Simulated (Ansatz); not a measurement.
# HfB2: stress in a strained cell

Aim: deform HfB2 (equal xx and yy strain of +3 %) and compute stress, forces and field gradients with LAPW, PAW and all-electron datasets made for the crystal.

Program: Ansatz 0.2.0. Level of theory: DFT PBEsol, scalar-relativistic. These are calculated values, not measurements.

### Step 1. The structure to begin with

It takes space group P6/mmm (No. 191, hexagonal). The conventional cell has a = 3.140 Å, b = 3.140 Å, c = 3.480 Å, α = 90.00°, β = 90.00°, γ = 120.00°. Hf (site symmetry 6/mmm) is surrounded by 12 B at 2.51 Å. Around B (site symmetry -6m2) lie 3 B at 1.81 Å and 6 Hf at 2.51 Å.

As a file:

```cif
data_structure
_symmetry_space_group_name_H-M 'P 1'
_symmetry_Int_Tables_number 1
_cell_length_a 3.1400
_cell_length_b 3.1400
_cell_length_c 3.4800
_cell_angle_alpha 90.000
_cell_angle_beta 90.000
_cell_angle_gamma 120.000
_cell_volume 29.71
loop_
_atom_site_label
_atom_site_type_symbol
_atom_site_fract_x
_atom_site_fract_y
_atom_site_fract_z
_atom_site_occupancy
Hf1 Hf 0.00000 0.00000 0.00000 1
B1 B 0.33333 0.66667 0.50000 1
B2 B 0.66667 0.33333 0.50000 1
```

Atoms are numbered in the order of the input: Hf1, B2, B3.

### Step 2. After the deformation

Space group P6/mmm before, P6/mmm after.

### Step 3. All-electron LAPW

input.yaml reads:

```yaml
crystal:
  lattice:
    - [3.2342001035, 0.0, 0.0]
    - [-1.6171000518, 2.8008994505, 0.0]
    - [0.0, 0.0, 3.48]
  atoms:
    - { symbol: Hf, position: [0.0, 0.0, 0.0] }
    - { symbol: B, position: [0.3333333333, 0.6666666667, 0.5] }
    - { symbol: B, position: [0.6666666667, 0.3333333333, 0.5] }
kpoints:
  mp_grid: { grid: [13, 13, 11] }
  band_path:
    path:
      - [0.0, 0.0, 0.0]
      - [0.5, 0.0, 0.0]
      - [0.3333333333, 0.3333333333, 0.0]
      - [0.0, 0.0, 0.0]
      - [0.0, 0.0, 0.5]
      - [0.5, 0.0, 0.5]
      - [0.3333333333, 0.3333333333, 0.5]
      - [0.0, 0.0, 0.5]
      - [0.5, 0.0, 0.5]
    npoints: 5
scf:
  occupations: { method: fermi_dirac, width: 0.05 }
hamiltonian:
  xc: pbesol
  pseudopotentials: { kind: all_electron, lapw: { basis_error: 0.0005 } }
output:
  forces: true
  stress: true
  eigenvalues: true
```

On the command line:

```bash
$ ansatz run input.yaml --threads 1 --pin off --max-ram 6144MiB --backend cpu --events-out ev --progress --plain --runs-dir out
```

### Step 4. Frozen-core PAW

input.yaml reads:

```yaml
crystal:
  lattice:
    - [3.2342001035, 0.0, 0.0]
    - [-1.6171000518, 2.8008994505, 0.0]
    - [0.0, 0.0, 3.48]
  atoms:
    - { symbol: Hf, position: [0.0, 0.0, 0.0] }
    - { symbol: B, position: [0.3333333333, 0.6666666667, 0.5] }
    - { symbol: B, position: [0.6666666667, 0.3333333333, 0.5] }
kpoints:
  mp_grid: { grid: [13, 13, 11] }
scf:
  occupations: { method: fermi_dirac, width: 0.05 }
hamiltonian:
  xc: pbesol
  pseudopotentials: { kind: paw }
output:
  forces: true
  stress: true
  eigenvalues: true
  efg: { contact_densities: true }
```

### Step 5. All-electron PAW on datasets made for the crystal

Changes to input.yaml since step 4:

```diff
@@ -15,3 +15,3 @@
   xc: pbesol
-  pseudopotentials: { kind: paw }
+  pseudopotentials: { kind: all_electron, datasets: crystal }
 output:
```

(Steps that only read results are left out.)

Before running it: what results should come out? Wanted: pressure; largest shear or deviatoric stress.

The runs gave:

| quantity | value |
| --- | --- |
| pressure | LAPW -17.71, PAW -17.76, crystal datasets -17.71 GPa |
| largest shear or deviatoric stress (LAPW) | 6.45 GPa |

What this shows: The largest part of the stress beyond the pressure is 6.45 GPa in size, in the zz component; the atoms are carried along and not relaxed. No run of the undeformed cell stands beside it, so the pressure holds what the given cell had before the change. PAW: stress within 0.10 GPa of LAPW. Crystal datasets: stress within 0.01 GPa of LAPW. Spin-orbit coupling is left out, though the cell holds Hf; in elements this heavy it can shift bands and gaps by tenths of an eV.
